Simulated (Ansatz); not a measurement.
**doublet [SnNH3S2]+: levels of theory compared**

Aim: a comparison of 6 runs (UHF/STO-3G, UHF/3-21G, UB3LYP/def2-SVP, UPBE/def2-SVP, UPBE0/def2-SVP, USVWN5/def2-SVP) of doublet [SnNH3S2]+. 

The calculation is run with Ansatz 0.2.0.

38 further runs of the same task are left out: 38 set aside as unsound or not needed.

## (1) The structure to begin with

[SnNH3S2]+ has 7 atoms, charge +1, and is taken as a doublet. SMILES of the parent species: `[NH2][SnH]1[S][S]1`. Geometry: relaxed at PBE0-D4/def2-TZVP. This is one conformer, not always the lowest. That shape belongs to the parent species and isn't relaxed for this state.

Bond lengths: N1–Sn2 2.003 Å, Sn2–S3 2.358 Å, Sn2–S4 2.376 Å, S3–S4 2.178 Å, N1–H5 1.012 Å, N1–H6 1.012 Å, Sn2–H7 1.690 Å. Some angles: N1–Sn2–S3 115.2°, N1–Sn2–S4 120.4°, S3–Sn2–S4 54.8°, Sn2–S3–S4 63.0°, Sn2–S4–S3 62.2°, N1–Sn2–H7 112.0°, S3–Sn2–H7 122.2°, S4–Sn2–H7 121.1°, Sn2–N1–H5 114.3°, Sn2–N1–H6 112.7°.

## (2) A single-point energy at UHF/STO-3G (run 1)

Contents of molecule.yaml:

```yaml
crystal:
  periodic: [false, false, false]
  atoms:
    - symbol: N
      position_ang: [-0.858900, 1.180400, 0.033200]
    - symbol: Sn
      position_ang: [0.658800, -0.125900, 0.009600]
    - symbol: S
      position_ang: [0.436900, -1.947300, 1.490200]
    - symbol: S
      position_ang: [0.292300, -2.381600, -0.639300]
    - symbol: H
      position_ang: [-0.847300, 1.845800, -0.729000]
    - symbol: H
      position_ang: [-1.763700, 0.727200, 0.057900]
    - symbol: H
      position_ang: [2.143100, 0.633400, -0.268300]
basis:
  gaussian: {orbitals: STO-3G}
hamiltonian: {xc: hf}
accuracy: high
total_charge: 1
magnetization: {spin_polarized: true, initial_magnetization: 1}
output: {orbitals: {seedname: orbitals}}
```

Started as:

```bash
$ ansatz run molecule.yaml --threads 1 --pin off --max-ram 2610MiB --events-out events.jsonl --progress --plain --runs-dir runs
```

The log of the run:

```text
Warning: RAYON_NUM_THREADS=1 ignored (pool sized by the plan → 1); use --threads N
Functional definition: HF
  name "HF"
  exchange = exact_x
  correlation = 0
1062 factors; integrals over basis functions are off by at most 2.0e-8 eV
mean field evaluation 1: about -185171.5406 eV, gradient 1.6e1 eV
mean field evaluation 2: about -185171.6347 eV, gradient 1.6e1 eV
mean field evaluation 4: about -185173.4926 eV, gradient 9.7e-1 eV
mean field evaluation 8: about -185173.5089 eV, gradient 1.7e-1 eV
mean field evaluation 16: about -185173.7575 eV, gradient 1.3e-4 eV
mean field evaluation 32: about -185172.2025 eV, gradient 3.2e0 eV
mean field evaluation 64: about -185173.3785 eV, gradient 9.7e-1 eV
mean field -185173.75748135 eV, -6805.0100721587 hartree, gradient 2.7e-8 eV, S^2 0.786807; 3 other end points of the search recorded, 0 dependent functions left out
reference -185173.75748135 eV, -6805.0100721587 hartree; 46, 45 occupied and 7, 8 virtual orbitals, 1062 factors
Total energy: -185173.75748135 eV, -6805.0100721587 hartree
```

Wall time 6.3 s (1 thread of Arm Neoverse V1, shared host); peak memory 0.23 GiB.

## (3) The energy at UHF/3-21G (run 2)

Contents of job.yaml:

```yaml
crystal:
  periodic: [false, false, false]
  atoms:
    - {symbol: "N", position_ang: [-0.858900, 1.180400, 0.033200]}
    - {symbol: Sn, position_ang: [0.658800, -0.125900, 0.009600]}
    - {symbol: S, position_ang: [0.436900, -1.947300, 1.490200]}
    - {symbol: S, position_ang: [0.292300, -2.381600, -0.639300]}
    - {symbol: H, position_ang: [-0.847300, 1.845800, -0.729000]}
    - {symbol: H, position_ang: [-1.763700, 0.727200, 0.057900]}
    - {symbol: H, position_ang: [2.143100, 0.633400, -0.268300]}
basis:
  gaussian: {orbitals: 3-21G-spherical.json}
total_charge: 1
magnetization: {spin_polarized: true, initial_magnetization: 1}
hamiltonian: {xc: hf}
accuracy: high
output: {orbitals: {seedname: orbitals}}
```

The basis set 3-21G is read from a file made from the Basis Set Exchange's data (not shown).

Started as:

```bash
$ ansatz run job.yaml --threads 1 --pin off --max-ram 2610MiB --events-out events.jsonl --progress --plain --runs-dir runs
```

The log of the run, cut to the lines that bear on the results:

```text
Warning: RAYON_NUM_THREADS=1 ignored (pool sized by the plan → 1); use --threads N
Functional definition: HF
  name "HF"
[...]
1611 factors; integrals over basis functions are off by at most 1.0e-8 eV
[...]
mean field -186207.39676567 eV, -6842.9956152316 hartree, gradient 2.6e-8 eV, S^2 0.776911; 6 other end points of the search recorded, 0 dependent functions left out
reference -186207.39676567 eV, -6842.9956152316 hartree; 46, 45 occupied and 26, 27 virtual orbitals, 1611 factors
Total energy: -186207.39676567 eV, -6842.9956152316 hartree
```

Wall time 30 s (1 thread of Arm Neoverse V1, shared host); peak memory 0.46 GiB.

Runs 3 to 5 aren't shown in full; the table further down has their settings and results.

## (4) The energy at USVWN5/def2-SVP (core potential) (run 6)

Contents of in.yaml:

```yaml
crystal:
  periodic: [false, false, false]
  atoms:
    - symbol: N
      position_ang: [-0.858900, 1.180400, 0.033200]
    - symbol: Sn
      position_ang: [0.658800, -0.125900, 0.009600]
    - symbol: S
      position_ang: [0.436900, -1.947300, 1.490200]
    - symbol: S
      position_ang: [0.292300, -2.381600, -0.639300]
    - symbol: H
      position_ang: [-0.847300, 1.845800, -0.729000]
    - symbol: H
      position_ang: [-1.763700, 0.727200, 0.057900]
    - symbol: H
      position_ang: [2.143100, 0.633400, -0.268300]
basis:
  gaussian:
    orbitals: def2-SVP
magnetization:
  spin_polarized: true
  initial_magnetization: 1
hamiltonian:
  xc: {name: SVWN5}
accuracy: high
total_charge: 1
output: {orbitals: {seedname: orbitals}}
```

Started as:

```bash
$ ansatz run in.yaml --threads 1 --pin off --max-ram 2610MiB --events-out events.jsonl --progress --plain --runs-dir runs
```

The log of the run:

```text
Warning: RAYON_NUM_THREADS=1 ignored (pool sized by the plan → 1); use --threads N
Functional definition: SVWN5
  name "SVWN5"
  exchange = slater_x
  correlation = vwn5_c
2062 factors; integrals over basis functions are off by at most 3.8e-9 eV
mean field evaluation 1: about -28914.1479 eV, gradient 6.0e1 eV
mean field evaluation 2: about -28787.4419 eV, gradient 1.2e2 eV
mean field evaluation 4: about -28919.7738 eV, gradient 3.3e1 eV
mean field evaluation 8: about -28929.6057 eV, gradient 1.7e0 eV
mean field evaluation 16: about -28929.6204 eV, gradient 5.9e-3 eV
mean field evaluation 32: about -28924.8741 eV, gradient 2.2e1 eV
mean field -28929.62041794 eV, -1063.1439411582 hartree, gradient 2.9e-8 eV, S^2 0.751388; 3 other end points of the search recorded, 0 dependent functions left out
reference -28929.62042126 eV, -1063.1439412804 hartree; 32, 31 occupied and 59, 60 virtual orbitals, 2062 factors
Total energy: -28929.62042126 eV, -1063.1439412804 hartree
```

It took 9.3 s on 1 thread of Arm Neoverse V1, shared host; peak memory 0.28 GiB.

## (5) All runs side by side

| run | level | core potential | energy (Eh) | HOMO energy (eV) | LUMO energy (eV) | ⟨S²⟩ | wall time |
| --- | --- | --- | --- | --- | --- | --- | --- |
| 1 | UHF/STO-3G | none | -6805.010072 | -12.97 | -2.59 | 0.787 | 6.3 s |
| 2 | UHF/3-21G | none | -6842.995615 | -15.77 | -6.93 | 0.777 | 30 s |
| 3 | UB3LYP/def2-SVP (core potential) | def2-SVP | -1066.755757 | -12.29 | -10.30 | 0.754 | 23 s |
| 4 | UPBE/def2-SVP (core potential) | def2-SVP | -1066.252842 | -11.30 | -10.89 | 0.752 | 16 s |
| 5 | UPBE0/def2-SVP (core potential) | def2-SVP | -1066.319279 | -12.59 | -10.17 | 0.755 | 24 s |
| 6 | USVWN5/def2-SVP (core potential) | def2-SVP | -1063.143941 | -11.43 | -11.09 | 0.751 | 9.3 s |

## (6) What came out

| quantity | value |
| --- | --- |
| run 6: total energy | -1063.14394 Eh |
| run 6: HOMO energy (highest over α and β) | -11.43 eV |
| run 6: LUMO energy (lowest over α and β) | -11.09 eV |
| run 6: ⟨S²⟩ | 0.751 |

**Reading.** Totals of different functionals can't be ranked against each other. Some runs of one species differ in core potentials or relativity; totals across that change don't compare. In run 1 the basis is minimal, so the values are rough. In runs 1, 2 relativity is left out where basis or elements ask for it. All runs together took 1.8 min, the longest 30 s.
